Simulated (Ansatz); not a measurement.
# CH₉HfNO₃Si: ionisation energy by level of theory

An exercise on one series of results from a longer session: the logs are not shown, and one member is left open.

Computed with Ansatz 0.2.0, Gaussian basis. Level: unrestricted cation, the program's frozen cores in correlated methods.

The runs, in order: UKS PBE-D4/def2-TZVPP; UKS r2SCAN-D4/def2-TZVPP; UKS PBE0-D4/def2-TZVPP; UKS B3LYP-D4/def2-TZVPP; UKS wB97X-V/def2-TZVPP; UKS wB97M-V/def2-TZVPP; UKS B2PLYP/def2-TZVPP; UHF-MP2/def2-TZVPP; UHF-MP2/def2-QZVPP; then −ε(HOMO) from the neutral's earlier runs with LDA (SPW92), PBE-D4, revPBE-D4, BLYP-D4, r2SCAN-D4, B97M-V, PBE0-D4, B3LYP-D4, r2SCANh-D4, r2SCAN0-D4, HSE06-D4, BHLYP-D4, CAM-B3LYP-D4, LC-ωPBE, ωB97X-V, ωB97M-V.

2 further runs of the same task are left out: 1 for a known fault of the program, 1 that didn't finish.

## The relaxed structure

The geometry comes from an earlier relaxation with PBE0-D4 in a triple-zeta def2 set; it is a stationary point, not always the lowest conformer. Hf takes the def2 core potential; no spin-orbit term is included.

SMILES `C[O][Hf]([NH2])([OH])[O][SiH3]`, 16 atoms, charge 0, spin multiplicity 1.

Atoms are counted from 1 here; the program's logs count them from 0.

Bond lengths: C1–O2 1.386 Å, C1–H8 1.096 Å, C1–H9 1.096 Å, C1–H10 1.096 Å, O2–Hf3 1.917 Å, Hf3–N4 2.041 Å, Hf3–O5 1.929 Å, Hf3–O6 1.965 Å, N4–H11 1.010 Å, N4–H12 1.010 Å, O5–H13 0.951 Å, O6–Si7 1.623 Å, Si7–H14 1.490 Å, Si7–H15 1.489 Å, Si7–H16 1.489 Å. Angles: O2–C1–H8 110.6°, O2–C1–H9 110.9°, O2–C1–H10 110.7°, H8–C1–H9 108.1°, H8–C1–H10 108.2°, H9–C1–H10 108.2°, C1–O2–Hf3 176.7°, O2–Hf3–N4 107.9°, O2–Hf3–O5 115.3°, O2–Hf3–O6 107.3°, N4–Hf3–O5 106.7°, N4–Hf3–O6 110.0°, O5–Hf3–O6 109.7°, Hf3–N4–H11 124.9°, Hf3–N4–H12 126.4°, H11–N4–H12 108.7°, Hf3–O5–H13 162.2°, Hf3–O6–Si7 173.0° and more.

Coordinates:

```
atom    x (Å)    y (Å)    z (Å)
  C1   1.4831  -1.2291   2.2849
  O2   1.1196  -0.6447   1.0813
 Hf3   0.6019   0.2591  -0.5280
  N4   0.8306  -1.0464  -2.0806
  O5   1.6412   1.8247  -0.9637
  O6  -1.2905   0.7528  -0.3384
 Si7  -2.8868   1.0471  -0.3426
  H8   1.9159  -2.2213   2.1160
  H9   2.2271  -0.6170   2.8067
 H10   0.6120  -1.3419   2.9398
 H11   1.1364  -0.7931  -3.0091
 H12   0.6660  -2.0421  -2.0553
 H13   2.1507   2.6237  -0.8852
 H14  -3.6570  -0.2278  -0.3282
 H15  -3.2778   1.8170  -1.5558
 H16  -3.2723   1.8390   0.8584
```

Set-up of the first run:

The input, in.yaml:

```yaml
crystal:
  periodic: [false, false, false]
  atoms:
    - {symbol: C, position_ang: [1.483115, -1.229132, 2.284878]}
    - {symbol: O, position_ang: [1.119590, -0.644709, 1.081318]}
    - {symbol: Hf, position_ang: [0.601870, 0.259131, -0.527967]}
    - {symbol: N, position_ang: [0.830598, -1.046379, -2.080621]}
    - {symbol: O, position_ang: [1.641167, 1.824712, -0.963728]}
    - {symbol: O, position_ang: [-1.290517, 0.752816, -0.338450]}
    - {symbol: Si, position_ang: [-2.886774, 1.047100, -0.342612]}
    - {symbol: H, position_ang: [1.915931, -2.221341, 2.115988]}
    - {symbol: H, position_ang: [2.227058, -0.617046, 2.806737]}
    - {symbol: H, position_ang: [0.611985, -1.341899, 2.939761]}
    - {symbol: H, position_ang: [1.136362, -0.793070, -3.009124]}
    - {symbol: H, position_ang: [0.666004, -2.042147, -2.055276]}
    - {symbol: H, position_ang: [2.150717, 2.623700, -0.885218]}
    - {symbol: H, position_ang: [-3.657005, -0.227750, -0.328236]}
    - {symbol: H, position_ang: [-3.277807, 1.817045, -1.555827]}
    - {symbol: H, position_ang: [-3.272312, 1.838957, 0.858365]}
basis:
  gaussian: {orbitals: def2-TZVPP}
total_charge: 1
magnetization: {spin_polarized: true, initial_magnetization: 1}
hamiltonian: {xc: pbe, dispersion: d4}
```

On the command line:

```
> ansatz run in.yaml --threads 2 --pin off --events-out ev --progress --plain --max-ram 20480MiB --backend cuda --devices 0, --max-vram 18GiB
```

Among the steps run: Cation, UKS PBE-D4/def2-TZVPP; Cation, UKS r2SCAN-D4/def2-TZVPP; Cation, UKS PBE0-D4/def2-TZVPP; Cation, UKS B3LYP-D4/def2-TZVPP; Cation, UKS wB97X-V/def2-TZVPP; Cation, UKS wB97M-V/def2-TZVPP; Cation, UKS B2PLYP (frozen core)/def2-TZVPP; Cation, UHF-MP2/def2-TZVPP; Cation, UHF-MP2/def2-QZVPP.

One of the session's tables, all rows but one given; the rest of the session is left out.

Orbital estimates, from the neutral's runs:

```
  functional  −ε(HOMO) (eV)
 LDA (SPW92)           5.83
      PBE-D4           5.65
   revPBE-D4           5.58
     BLYP-D4           5.52
   r2SCAN-D4           5.95
      B97M-V           6.02
     PBE0-D4           7.06
    B3LYP-D4           6.80
  r2SCANh-D4              ?
  r2SCAN0-D4           7.27
    HSE06-D4           6.65
    BHLYP-D4           8.37
CAM-B3LYP-D4           8.48
     LC-ωPBE           9.89
     ωB97X-V           9.51
     ωB97M-V           9.43
```

**Question.** Estimate the row for r2SCANh-D4.

Worked estimate for «−ε(HOMO) (eV)». Against the share of exact exchange, r2SCAN-D4 (0, 5.95), r2SCAN0-D4 (0.25, 7.27) give a slope of 5.28 per unit share; at 0.1 the line stands at 6.48.

As computed: −ε(HOMO) (eV): 6.47. In «−ε(HOMO) (eV)» the line misses by +0.01.

Caveats from the session: The cation may have settled in a state other than its lowest; no search over hole states beyond the program's own was made.
